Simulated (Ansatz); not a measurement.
**CH₅MoNO₂S: geometry and vibrations**

Aim: relax CH₅MoNO₂S from a cheap starting geometry, check the end point by its vibrations and derive ideal-gas thermochemistry, and look at its orbitals and charge.

The runs use Ansatz 0.2.0, Gaussian basis; RKS PBE0-D4/def2-TZVP.

The runs, in order: relaxation at PBE-D4/def2-SVP; relaxation at PBE0-D4/def2-TZVP; harmonic vibrations at the same level; a single point in def2-TZVPP for the fields.

### Step 1. The system as given

SMILES `C[O][Mo]([NH2])(=[O])=[S]`, 11 atoms, charge 0, spin multiplicity 1.

Atoms are counted from 1 here; the program's logs count them from 0.

Bond lengths: C1–O2 1.456 Å, C1–H7 1.085 Å, C1–H8 1.102 Å, C1–H9 1.095 Å, O2–Mo3 2.019 Å, Mo3–N4 2.222 Å, Mo3–O5 1.807 Å, Mo3–S6 2.065 Å, N4–H10 1.061 Å, N4–H11 1.025 Å. Angles: O2–C1–H7 108.2°, O2–C1–H8 106.4°, O2–C1–H9 105.4°, H7–C1–H8 111.1°, H7–C1–H9 115.0°, H8–C1–H9 110.3°, C1–O2–Mo3 105.0°, O2–Mo3–N4 110.6°, O2–Mo3–O5 110.4°, O2–Mo3–S6 110.5°, N4–Mo3–O5 107.7°, N4–Mo3–S6 107.8°, O5–Mo3–S6 109.7°, Mo3–N4–H10 102.4°, Mo3–N4–H11 101.5°, H10–N4–H11 107.2°.

Coordinates:

```
C    -0.8188   -1.4301    0.0258
O    -1.4679   -0.2441   -0.5155
Mo   -0.2452    1.2877   -0.0298
N     1.8839    0.6761   -0.2065
O    -0.5096    2.6842   -1.1455
S    -0.5724    1.8818    1.9204
H     0.0388   -1.6609   -0.5983
H    -0.5053   -1.1724    1.0502
H    -1.5946   -2.2022    0.0487
H     1.9789   -0.0443    0.5671
H     1.8774    0.1670   -1.0960
```

The start is a force-field geometry with small random shifts, so a cheaper pass at PBE-D4/def2-SVP comes first. Mo takes the def2 core potential; no spin-orbit term is included.

### Step 2. Optimising with PBE-D4/def2-SVP (cheap first pass)

File in.yaml:

```yaml
crystal:
  periodic: [false, false, false]
  atoms:
    - {symbol: C, position_ang: [-0.818800, -1.430100, 0.025800]}
    - {symbol: O, position_ang: [-1.467900, -0.244100, -0.515500]}
    - {symbol: Mo, position_ang: [-0.245200, 1.287700, -0.029800]}
    - {symbol: N, position_ang: [1.883900, 0.676100, -0.206500]}
    - {symbol: O, position_ang: [-0.509600, 2.684200, -1.145500]}
    - {symbol: S, position_ang: [-0.572400, 1.881800, 1.920400]}
    - {symbol: H, position_ang: [0.038800, -1.660900, -0.598300]}
    - {symbol: H, position_ang: [-0.505300, -1.172400, 1.050200]}
    - {symbol: H, position_ang: [-1.594600, -2.202200, 0.048700]}
    - {symbol: H, position_ang: [1.978900, -0.044300, 0.567100]}
    - {symbol: H, position_ang: [1.877400, 0.167000, -1.096000]}
basis:
  gaussian: {orbitals: def2-SVP}
hamiltonian: {xc: pbe, dispersion: d4}
relax: {f_tol: 0.03, max_steps: 200}
```

On the command line:

```bash
$ ansatz run in.yaml --threads 4 --pin off --events-out ev --progress --plain --max-ram 11315MiB
```

Log, shortened:

```text
Functional definition: PBE
  name "PBE"
  cite "Perdew, Burke & Ernzerhof, Phys. Rev. Lett. 77, 3865 (1996) doi:10.1103/PhysRevLett.77.3865"
  parent pbe
[...]
1414 factors; their error is unknown
[...]
mean field -19376.84260021 eV, -712.0858314620 hartree, gradient 1.3e-5 eV, S^2 0.000000; 0 other end points of the search recorded, 0 dependent functions left out
[...]
reference -19376.84266914 eV, -712.0858339951 hartree; 32, 32 occupied and 98, 98 virtual orbitals, 1414 factors
relax step   1: F+E_penalty+E_count = -19377.15857752 eV  Δ(F+E_penalty+E_count) = +0.000e0 eV  max|allowed force component| = 5.578e0 eV/Å  Δτ_max = 0.0000 Å  (52 SCF iters, accepted)
[...]
relax step   4: F+E_penalty+E_count = -19378.70290818 eV  Δ(F+E_penalty+E_count) = -1.470e-1 eV  max|allowed force component| = 1.359e0 eV/Å  Δτ_max = 0.1947 Å  (34 SCF iters, accepted)
[...]
relax step   7: F+E_penalty+E_count = -19378.92547674 eV  Δ(F+E_penalty+E_count) = -3.419e-2 eV  max|allowed force component| = 5.523e-1 eV/Å  Δτ_max = 0.1944 Å  (35 SCF iters, accepted)
[...]
relax step  10: F+E_penalty+E_count = -19378.95275156 eV  Δ(F+E_penalty+E_count) = -4.670e-3 eV  max|allowed force component| = 8.936e-2 eV/Å  Δτ_max = 0.0828 Å  (35 SCF iters, accepted)
[...]
relax step  11: F+E_penalty+E_count = -19378.95439179 eV  Δ(F+E_penalty+E_count) = -1.640e-3 eV  max|allowed force component| = 3.132e-2 eV/Å  Δτ_max = 0.0487 Å  (36 SCF iters, accepted)
[...]
relax step  12: F+E_penalty+E_count = -19378.95468090 eV  Δ(F+E_penalty+E_count) = -2.891e-4 eV  max|allowed force component| = 1.259e-2 eV/Å  Δτ_max = 0.0145 Å  (36 SCF iters, accepted)
1414 factors; their error is unknown
[...]
mean field -19378.64041659 eV, -712.1518999955 hartree, gradient 1.8e-5 eV, S^2 0.000000; 1 other end points of the search recorded, 0 dependent functions left out
[...]
reference -19378.64048502 eV, -712.1519025102 hartree; 32, 32 occupied and 98, 98 virtual orbitals, 1414 factors
Total energy: -19378.95474933 eV, -712.1634515105 hartree
Atom 0 at    -1.213428    -1.613064     0.171849 Å, force    -0.001352     0.002676    -0.003136 eV/Å
Atom 1 at    -0.944070    -0.405200    -0.507751 Å, force     0.005945    -0.012183     0.009286 eV/Å
Atom 2 at     0.016857     1.148469    -0.108284 Å, force    -0.004640     0.000947    -0.002997 eV/Å
Atom 3 at     1.905395     0.895999    -0.434244 Å, force    -0.000785     0.007679    -0.011286 eV/Å
Atom 4 at    -0.536510     2.407274    -1.103874 Å, force    -0.000926    -0.002819     0.005667 eV/Å
Atom 5 at    -0.247499     1.558744     1.984343 Å, force    -0.000560     0.000079    -0.000950 eV/Å
Atom 6 at    -0.320385    -2.277177     0.169075 Å, force    -0.010365     0.005979    -0.001704 eV/Å
Atom 7 at    -1.505326    -1.414654     1.227618 Å, force     0.003338    -0.001536    -0.006440 eV/Å
Atom 8 at    -2.044713    -2.138900    -0.344077 Å, force     0.004401     0.003145     0.005149 eV/Å
Atom 9 at     2.584681     0.553564     0.252518 Å, force    -0.005010     0.002788    -0.006174 eV/Å
Atom 10 at     2.370197     1.227744    -1.286572 Å, force     0.009954    -0.006756     0.012586 eV/Å
Dipole moment:     0.553495    -0.691641    -0.111027 e Å
```

It took 15 s on 4 threads of Intel Xeon 6975P-C, shared host.

The steps of the relaxation:

| step | energy from step 1 (eV) | largest force component (eV/Å) |
| --- | --- | --- |
| 1 | 0.0000 | 5.5781 |
| 2 | -1.1350 | 1.8500 |
| 3 | -1.3973 | 1.8624 |
| 4 | -1.5443 | 1.3594 |
| 5 | -1.6748 | 0.5409 |
| 6 | -1.7327 | 0.2964 |
| 7 | -1.7669 | 0.5523 |
| 8 | -1.7815 | 0.2332 |
| 9 | -1.7895 | 0.1650 |
| 10 | -1.7942 | 0.0894 |
| 11 | -1.7958 | 0.0313 |
| 12 | -1.7961 | 0.0126 |

Distances of close pairs at the start and the end, largest changes first:

| bond | before (Å) | after (Å) | change (Å) |
| --- | --- | --- | --- |
| Mo3–N4 | 2.222 | 1.933 | -0.289 |
| C1–Mo3 | 2.778 | 3.036 | +0.258 |
| O2–Mo3 | 2.019 | 1.870 | -0.149 |
| Mo3–O5 | 1.807 | 1.698 | -0.109 |
| Mo3–S6 | 2.065 | 2.149 | +0.084 |
| C1–O2 | 1.456 | 1.412 | -0.044 |
| N4–H10 | 1.061 | 1.025 | -0.036 |
| C1–H7 | 1.085 | 1.113 | +0.027 |

### Step 3. Optimising with PBE0-D4/def2-TZVP

File in.yaml:

```yaml
crystal:
  periodic: [false, false, false]
  atoms:
    - {symbol: C, position_ang: [-1.213428, -1.613064, 0.171849]}
    - {symbol: O, position_ang: [-0.944070, -0.405200, -0.507751]}
    - {symbol: Mo, position_ang: [0.016857, 1.148469, -0.108284]}
    - {symbol: N, position_ang: [1.905395, 0.895999, -0.434244]}
    - {symbol: O, position_ang: [-0.536510, 2.407274, -1.103874]}
    - {symbol: S, position_ang: [-0.247499, 1.558744, 1.984343]}
    - {symbol: H, position_ang: [-0.320385, -2.277177, 0.169075]}
    - {symbol: H, position_ang: [-1.505326, -1.414654, 1.227618]}
    - {symbol: H, position_ang: [-2.044713, -2.138900, -0.344077]}
    - {symbol: H, position_ang: [2.584681, 0.553564, 0.252518]}
    - {symbol: H, position_ang: [2.370197, 1.227744, -1.286572]}
basis:
  gaussian: {orbitals: def2-TZVP}
hamiltonian: {xc: pbe0, dispersion: d4}
relax: {f_tol: 0.005, max_steps: 150}
```

The command is unchanged.

Log, shortened:

```text
Functional definition: PBE0
  name "PBE0"
  cite "Adamo & Barone, J. Chem. Phys. 110, 6158 (1999) doi:10.1063/1.478522"
  cite "Perdew, Burke & Ernzerhof, Phys. Rev. Lett. 77, 3865 (1996) doi:10.1103/PhysRevLett.77.3865"
  parent pbe
[...]
1506 factors; their error is unknown
[...]
mean field -19389.58654911 eV, -712.5541629459 hartree, gradient 4.5e-5 eV, S^2 0.000000; 0 other end points of the search recorded, 0 dependent functions left out
[...]
reference -19389.58659674 eV, -712.5541646962 hartree; 32, 32 occupied and 199, 199 virtual orbitals, 1506 factors
relax step   1: F+E_penalty+E_count = -19389.85681975 eV  Δ(F+E_penalty+E_count) = +0.000e0 eV  max|allowed force component| = 1.041e0 eV/Å  Δτ_max = 0.0000 Å  (36 SCF iters, accepted)
[...]
Atom 1 at    -0.931438    -0.404405    -0.520893 Å, force    -0.000319     0.000217     0.000314 eV/Å
Atom 2 at     0.015148     1.131272    -0.105604 Å, force     0.000584    -0.000186    -0.000051 eV/Å
Atom 3 at     1.888007     0.874706    -0.436474 Å, force    -0.000359    -0.000137     0.000203 eV/Å
Atom 4 at    -0.532832     2.378371    -1.077190 Å, force    -0.000059     0.000207    -0.000218 eV/Å
Atom 5 at    -0.242779     1.532019     1.960174 Å, force    -0.000006    -0.000098    -0.000126 eV/Å
Atom 6 at    -0.319163    -2.245969     0.173332 Å, force     0.000071     0.000230    -0.000029 eV/Å
Atom 7 at    -1.487837    -1.384632     1.206733 Å, force     0.000019     0.000023    -0.000183 eV/Å
Atom 8 at    -2.019327    -2.114620    -0.334136 Å, force     0.000211     0.000172    -0.000059 eV/Å
Atom 9 at     2.553074     0.562671     0.254722 Å, force    -0.000029     0.000044    -0.000116 eV/Å
Atom 10 at     2.343266     1.211102    -1.272384 Å, force    -0.000089    -0.000019     0.000100 eV/Å
Dipole moment:     0.516174    -0.660032    -0.091370 e Å
```

Wall time 31 s (4 threads of Intel Xeon 6975P-C, shared host); peak memory 0.76 GiB.

The steps of the relaxation:

| step | energy from step 1 (eV) | largest force component (eV/Å) |
| --- | --- | --- |
| 1 | 0.0000 | 1.0406 |
| 2 | -0.0652 | 0.5083 |
| 3 | -0.0723 | 0.0826 |
| 4 | -0.0724 | 0.0190 |
| 5 | -0.0725 | 0.0123 |
| 6 | -0.0725 | 0.0072 |
| 7 | -0.0725 | 0.0052 |
| 8 | -0.0725 | 0.0006 |

Close pairs (by a distance rule), those that changed most:

| bond | before (Å) | after (Å) | change (Å) |
| --- | --- | --- | --- |
| Mo3–S6 | 2.149 | 2.120 | -0.029 |
| Mo3–O5 | 1.698 | 1.673 | -0.024 |
| O2–Mo3 | 1.870 | 1.851 | -0.019 |
| C1–H8 | 1.113 | 1.094 | -0.019 |
| C1–H7 | 1.113 | 1.094 | -0.019 |
| C1–H9 | 1.111 | 1.092 | -0.018 |
| N4–H11 | 1.026 | 1.010 | -0.016 |
| N4–H10 | 1.025 | 1.009 | -0.016 |

Mulliken charges at the end point, from the run's report:

| atom | value (e) |
| --- | --- |
| C1 | -0.17 |
| O2 | -0.53 |
| Mo3 | 1.53 |
| N4 | -0.78 |
| O5 | -0.54 |
| S6 | -0.44 |
| H7 | 0.13 |
| H8 | 0.14 |
| H9 | 0.14 |
| H10 | 0.27 |
| H11 | 0.27 |

### Step 4. Harmonic vibrations

File in.yaml:

```yaml
crystal:
  periodic: [false, false, false]
  atoms:
    - {symbol: C, position_ang: [-1.200919, -1.597715, 0.172321]}
    - {symbol: O, position_ang: [-0.931438, -0.404405, -0.520893]}
    - {symbol: Mo, position_ang: [0.015148, 1.131272, -0.105604]}
    - {symbol: N, position_ang: [1.888007, 0.874706, -0.436474]}
    - {symbol: O, position_ang: [-0.532832, 2.378371, -1.077190]}
    - {symbol: S, position_ang: [-0.242779, 1.532019, 1.960174]}
    - {symbol: H, position_ang: [-0.319163, -2.245969, 0.173332]}
    - {symbol: H, position_ang: [-1.487837, -1.384632, 1.206733]}
    - {symbol: H, position_ang: [-2.019327, -2.114620, -0.334136]}
    - {symbol: H, position_ang: [2.553074, 0.562671, 0.254722]}
    - {symbol: H, position_ang: [2.343266, 1.211102, -1.272384]}
basis:
  gaussian: {orbitals: def2-TZVP}
hamiltonian: {xc: pbe0, dispersion: d4}
phonons: {temperatures: {t_min: 298.15, t_max: 900, t_step: 200}}
```

Same command.

Log, shortened:

```text
Functional definition: PBE0
  name "PBE0"
  cite "Adamo & Barone, J. Chem. Phys. 110, 6158 (1999) doi:10.1063/1.478522"
  cite "Perdew, Burke & Ernzerhof, Phys. Rev. Lett. 77, 3865 (1996) doi:10.1103/PhysRevLett.77.3865"
  parent pbe
[...]
1506 factors; their error is unknown
[...]
mean field -19389.65499123 eV, -712.5566781474 hartree, gradient 2.7e-5 eV, S^2 0.000000; 0 other end points of the search recorded, 0 dependent functions left out
[...]
reference -19389.65503869 eV, -712.5566798916 hartree; 32, 32 occupied and 199, 199 virtual orbitals, 1506 factors
[...]
1506 factors; their error is unknown
mean field -19389.65480030 eV, -712.5566711309 hartree, gradient 1.3e-6 eV, S^2 0.000000; 0 other end points of the search recorded, 0 dependent functions left out
[...]
reference -19389.65484776 eV, -712.5566728751 hartree; 32, 32 occupied and 199, 199 virtual orbitals, 1506 factors
[...]
Atom 4 at    -0.532832     2.378371    -1.077190 Å, force    -0.000070     0.000222    -0.000231 eV/Å
Atom 5 at    -0.242779     1.532019     1.960174 Å, force    -0.000003    -0.000105    -0.000117 eV/Å
Atom 6 at    -0.319163    -2.245969     0.173332 Å, force     0.000069     0.000234    -0.000031 eV/Å
Atom 7 at    -1.487837    -1.384632     1.206733 Å, force     0.000013     0.000014    -0.000192 eV/Å
Atom 8 at    -2.019327    -2.114620    -0.334136 Å, force     0.000201     0.000166    -0.000066 eV/Å
Atom 9 at     2.553074     0.562671     0.254722 Å, force    -0.000021     0.000041    -0.000110 eV/Å
Atom 10 at     2.343266     1.211102    -1.272384 Å, force    -0.000085    -0.000017     0.000101 eV/Å
Dipole moment:     0.516172    -0.660032    -0.091370 e Å
Vibrations: 59.94 85.23 112.12 197.49 229.09 243.22 257.41 265.81 361.34 452.54 567.87 621.34 660.83 720.83 1046.68 1130.54 1165.78 1181.78 1466.69 1481.58 1488.46 1532.83 3024.28 3098.89 3117.60 3576.41 3684.15 cm⁻¹, zero-point energy 1.973253 eV
```

It took 2.5 min on 4 threads of Intel Xeon 6975P-C, shared host; peak memory 0.79 GiB.

Motions are named by where the mode's potential energy lies. Wavenumbers, unscaled:

| mode | cm⁻¹ | motion |
| --- | --- | --- |
| 1 | 60 | torsion |
| 2 | 85 | torsion |
| 3 | 112 | bend with torsion |
| 4 | 197 | bend |
| 5 | 229 | bend with torsion |
| 6 | 243 | bend |
| 7 | 257 | bend with torsion |
| 8 | 266 | torsion with bend |
| 9 | 361 | torsion |
| 10 | 453 | torsion |
| 11 | 568 | Mo–S stretch |
| 12 | 621 | Mo–O stretch |
| 13 | 661 | bend |
| 14 | 721 | Mo–N stretch |
| 15 | 1047 | Mo–O stretch |
| 16 | 1131 | C–O stretch |
| 17 | 1166 | bend |
| 18 | 1182 | bend |
| 19 | 1467 | bend |
| 20 | 1482 | bend |
| 21 | 1488 | bend |
| 22 | 1533 | bend |
| 23 | 3024 | C–H stretch |
| 24 | 3099 | C–H stretch |
| 25 | 3118 | C–H stretch |
| 26 | 3576 | N–H stretch |
| 27 | 3684 | N–H stretch |

Ideal gas, rigid rotor and harmonic oscillator at 298.15 K and 1 bar, with symmetry number 1:

| term | value |
| --- | --- |
| zero-point energy | 190.4 kJ/mol |
| H(298) − E | 216.3 kJ/mol |
| entropy, translation | 174.4 J/(mol K) |
| entropy, rotation | 119.0 J/(mol K) |
| entropy, vibration | 101.8 J/(mol K) |
| entropy, total | 395.2 J/(mol K) |

### Step 5. A single point for the fields

in.yaml, as its differences from that of step 4:

```diff
@@ -15,4 +15,4 @@
 basis:
-  gaussian: {orbitals: def2-TZVP}
+  gaussian: {orbitals: def2-TZVPP}
 hamiltonian: {xc: pbe0, dispersion: d4}
-phonons: {temperatures: {t_min: 298.15, t_max: 900, t_step: 200}}
+output: {orbitals: {seedname: orbitals}}
```

Launched as before.

Log:

```text
Functional definition: PBE0
  name "PBE0"
  cite "Adamo & Barone, J. Chem. Phys. 110, 6158 (1999) doi:10.1063/1.478522"
  cite "Perdew, Burke & Ernzerhof, Phys. Rev. Lett. 77, 3865 (1996) doi:10.1103/PhysRevLett.77.3865"
  parent pbe
  parameter a = 0.25
  parameter kappa = 0.804
  parameter beta = 0.06672455060314922
  exchange = (1 - a)*pbe_x(kappa = kappa, mu = beta*pi^2/3) + a*exact_x
  correlation = pbe_c(beta = beta)
1616 factors; their error is unknown
mean field evaluation 1: about -19373.1374 eV, gradient 9.8e1 eV
mean field evaluation 2: about -19223.8720 eV, gradient 2.9e2 eV
mean field evaluation 4: about -19387.4252 eV, gradient 3.6e1 eV
mean field evaluation 8: about -19389.7929 eV, gradient 8.8e-1 eV
mean field evaluation 16: about -19389.8856 eV, gradient 9.0e-4 eV
mean field -19389.88559320 eV, -712.5651526135 hartree, gradient 7.5e-5 eV, S^2 0.000000; 0 other end points of the search recorded, 0 dependent functions left out
reference -19389.88564248 eV, -712.5651544247 hartree; 32, 32 occupied and 260, 260 virtual orbitals, 1616 factors
Total energy: -19390.15997822 eV, -712.5752360773 hartree
```

Wall time 3.5 s (4 threads of Intel Xeon 6975P-C, shared host); peak memory 0.91 GiB.

Orbitals, density, ELF and potential are computed afterwards from the orbital file.

Frontier orbitals at PBE0-D4/def2-TZVPP, with the share of their density that lies nearest to each atom:

| orbital | energy (eV) | lies on |
| --- | --- | --- |
| HOMO | -7.46 | S6 75 %; O5 14 % |
| LUMO | -2.58 | Mo3 50 %; S6 28 %; O5 9 % |

ELF in a plane through or near 4 of the atoms.

Ten even steps from '0' (0.00) to '9' (1.00):
```
0000000000000000000000000000
0000000000000000000000000000
0000000000000000000000000000
0000000000000000000000000000
0000000001110110000000000000
0000000012211000000000000000
0000000011234100100000000000
0000000001668613410110000000
0000001112802726632443100000
0000014563578547765666420000
0000136777721145555177640000
0000147833873011266655420000
0000146766875000299952000000
0000023456764000499962000000
0000001123432000499962000000
0000000001110000168720000000
0000000000000000000000000000
0000000000000000000000000000
0000000000000000000000000000
0000000000000000000000000000
```
The map spans 10.9 Å across and 8.8 Å up, centred on the molecule. Atoms in the plane (x, y in Å): C1 (2.0, -0.3), Mo3 (-0.8, 0.8), N4 (-2.0, -0.8), H7 (1.8, -1.3).

On the surface of density 0.002 e/bohr³ the electrostatic potential runs, from the 1st to the 99th percentile, from -1.28 V near O5 to 2.15 V near H10.

### Step 6. Summary of results

| quantity | value |
| --- | --- |
| point group | C1 |
| steps | 12 + 8 |
| shift from the start (rms) | 0.713 Å |
| total energy | -19389.9294 eV |
| dispersion term | -274 meV |
| dipole moment | 4.05 D |
| lowest, highest wavenumber | 60, 3684 cm⁻¹ |
| zero-point energy | 190.4 kJ/mol |
| entropy at 298.15 K | 395.2 J/(mol K) |
| HOMO, LUMO | -7.46, -2.58 eV |

**Reading.** The atoms moved 0.71 Å (rms) from the start; the bond that changed most is Mo3–N4, from 2.222 to 1.919 Å. No mode is imaginary: a true minimum at this level. The stiffest mode, 3684 cm⁻¹, is an N–H stretch, and 4 modes under 200 cm⁻¹ make the vibrational entropy uncertain. Harmonic hybrid wavenumbers usually lie a few per cent above measured fundamentals. The largest Mulliken charge, +1.53 e, sits on Mo3. The HOMO lies mostly on S6 75 %; O5 14 % and the LUMO on Mo3 50 %; S6 28 %.
